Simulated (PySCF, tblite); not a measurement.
**C7H7P: geometry, infrared bands and NMR shifts**

Wanted: the infrared bands and NMR shifts of C7H7P (`C=Cc1ccpcc1`), by calculation.

Programs: tblite 0.8.0 and PySCF 2.14.0, with density-fitted response routines of our own. Each step states its level of theory. These are calculated values for one molecule in the gas phase, unless marked as measured. Atoms are numbered from 0 throughout.

## (1) The starting structure

15 atoms, charge 0, multiplicity 1; geometry from: force field or distance geometry start.

Bonds of the start (Å): C0–C1 1.34, C1–C2 1.49, C2–C3 1.39, C3–C4 1.40, C4–P5 1.83, P5–C6 1.83, C6–C7 1.39, C7–C2 1.42, C0–H8 1.09, C0–H9 1.08, C1–H10 1.08, C3–H11 1.10, C4–H12 1.08, C6–H13 1.08, C7–H14 1.10.

## (2) Geometry optimisation with GFN2-xTB

Job settings and geometry (Å):

```
{"job": {"kind": "relax", "xc": "GFN2-xTB", "basis": "xTB"}, "charge": 0, "multiplicity": 1}
C     -2.323200    -1.246300     0.229000
C     -1.684100    -0.122600    -0.131100
C     -0.209700     0.112300    -0.063400
C      0.686300    -0.857700     0.380400
C      2.072700    -0.724000     0.480900
P      2.972900     0.796000    -0.005300
C      1.556300     1.825800    -0.530200
C      0.236000     1.391000    -0.491300
H     -3.408600    -1.292200     0.140400
H     -1.849100    -2.134000     0.614200
H     -2.284100     0.700600    -0.492100
H      0.295700    -1.834700     0.712100
H      2.668000    -1.549200     0.851800
H      1.783900     2.825300    -0.880700
H     -0.517500     2.117600    -0.836800
```

On the command line:

```
$ OMP_NUM_THREADS=1 python probes_run.py task.json out
```

This one command runs all jobs of the session in turn.

**Question.** This job is followed by: GFN2-xTB harmonic vibrations, gas phase; GIAO PBE0/pcSseg-1 NMR shielding, non-relativistic, gas phase. Predict these results of the whole session: strongest single infrared mode (GFN2-xTB); zero-point energy (GFN2-xTB); 13C shifts against TMS (PBE0/pcSseg-1, means over atoms taken as alike); 1H shifts against TMS (PBE0/pcSseg-1, means over atoms taken as alike); 31P shifts against H3PO4 (PBE0/pcSseg-1).

The runs gave:

| quantity | value |
| --- | --- |
| strongest single infrared mode (GFN2-xTB) | 3044 cm⁻¹, 61 km/mol |
| zero-point energy (GFN2-xTB) | 71.2 kcal/mol |
| 13C shifts against TMS (PBE0/pcSseg-1, means over atoms taken as alike) | 165.5, 146.1, 141.1, 136.7, 120.4 ppm |
| 1H shifts against TMS (PBE0/pcSseg-1, means over atoms taken as alike) | 9.24, 8.27, 6.91, 6.48, 5.77 ppm |
| 31P shifts against H3PO4 (PBE0/pcSseg-1) | 232.1 ppm |

In words: Relaxing lowered the energy by 0.342 eV in 27 steps; the close pair that moved most is C4–P5, from 1.832 to 1.736 Å. The lowest mode is slightly imaginary (14i cm⁻¹), a soft motion within the noise of the Hessian, so the minimum is not strictly shown. Unscaled tight-binding wavenumbers are off by several per cent, some by more. Its intensities can rank the bands wrongly. At PBE0/pcSseg-1: The largest span, 730 ppm, is at P5, where the paramagnetic term is -880 ppm. NICS(1)zz of -25 ppm above the planar ring from C2 marks a diatropic (aromatic) ring current.
